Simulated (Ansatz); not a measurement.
This script makes a convergence test of the k-point mesh of MoS2, space group P-6m2 with Ansatz 0.2.0 through its Python package.

`mos2_kconv.py`
```python
from dataclasses import dataclass

import ansatz as az
from tabulate import tabulate


@dataclass
class Settings:
    xc: str = "r2scan"
    cutoff_ev: int = 600
    occupations: str = "gaussian"
    width_ev: float = 0.1


settings = Settings()


def main() -> None:
    crystal = (
        az.Lattice.from_parameters(3.184126, 3.184126, 17.3346, alpha=90.0, beta=90.0, gamma=120.0)
        .atom("Mo", (0.0, 0.0, 0.0))
        .atom("S", (1 / 3, 2 / 3, 0.08949))
        .atom("S", (1 / 3, 2 / 3, 0.91051))
    )

    calculation = (
        crystal.calculation()
        .functional(settings.xc)
        .basis(settings.cutoff_ev)
        .occupations(settings.occupations, width=settings.width_ev)
    )

    rows = []
    for value in [(3, 3, 1), (4, 4, 1), (5, 5, 1), (6, 6, 1), (8, 8, 2), (10, 10, 2)]:
        summary = calculation.kpoints(*value).run(threads=1, backend="cpu").report
        rows.append((value, summary["free_energy_ev"] / len(summary["lattice"]["sites"]), summary["n_iterations"], summary["n_kpoints"]))

    print(tabulate(rows, headers=["mesh", "F/atom (eV)", "iterations", "k-points"], floatfmt=".4f", tablefmt="grid"))

    for row in rows[:-1]:
        shift = 1000 * (row[1] - rows[-1][1])
        print(f"{row[0]}: {shift:+.2f} meV/atom" + ("  (within 2 meV)" if abs(shift) < 2 else ""))


if __name__ == "__main__":
    main()
```

From which mesh on is the energy per atom within 2 meV of the last row, and how does it get there?

From 5×5×1 on it stays within 2 meV an atom of the value at 10×10×2; the first row (3×3×1) is off by 12.0 meV and the last but one by 0.08 meV. It goes up and down, since the sum over k-points isn't variational. The last run costs about 4.1 times the first.

The output:

```console
$ python mos2_kconv.py
+-------------+---------------+--------------+------------+
| mesh        |   F/atom (eV) |   iterations |   k-points |
+=============+===============+==============+============+
| (3, 3, 1)   |    -2260.7199 |            8 |          3 |
+-------------+---------------+--------------+------------+
| (4, 4, 1)   |    -2260.7262 |            7 |          4 |
+-------------+---------------+--------------+------------+
| (5, 5, 1)   |    -2260.7073 |            7 |          5 |
+-------------+---------------+--------------+------------+
| (6, 6, 1)   |    -2260.7074 |            8 |          7 |
+-------------+---------------+--------------+------------+
| (8, 8, 2)   |    -2260.7078 |            8 |         20 |
+-------------+---------------+--------------+------------+
| (10, 10, 2) |    -2260.7079 |            8 |         28 |
+-------------+---------------+--------------+------------+
(3, 3, 1): -12.01 meV/atom
(4, 4, 1): -18.32 meV/atom
(5, 5, 1): +0.61 meV/atom  (within 2 meV)
(6, 6, 1): +0.46 meV/atom  (within 2 meV)
(8, 8, 2): +0.08 meV/atom  (within 2 meV)
```

What to keep in mind:
- Spin is left out of this run.
- The cell holds layers, chains or clusters in vacuum, no bulk phase.
- Points of the mesh across the vacuum add cost only.
- The structure comes from a database of computed cells and needn't be a stable or known phase.
- Shifts are counted from the finest mesh, which is itself no proven limit.
- By the engine's processor time: 45 s on 1 thread of Intel(R) Xeon(R) Processor @ 2.30GHz, with other jobs on the host, peak memory 0.87 GiB.
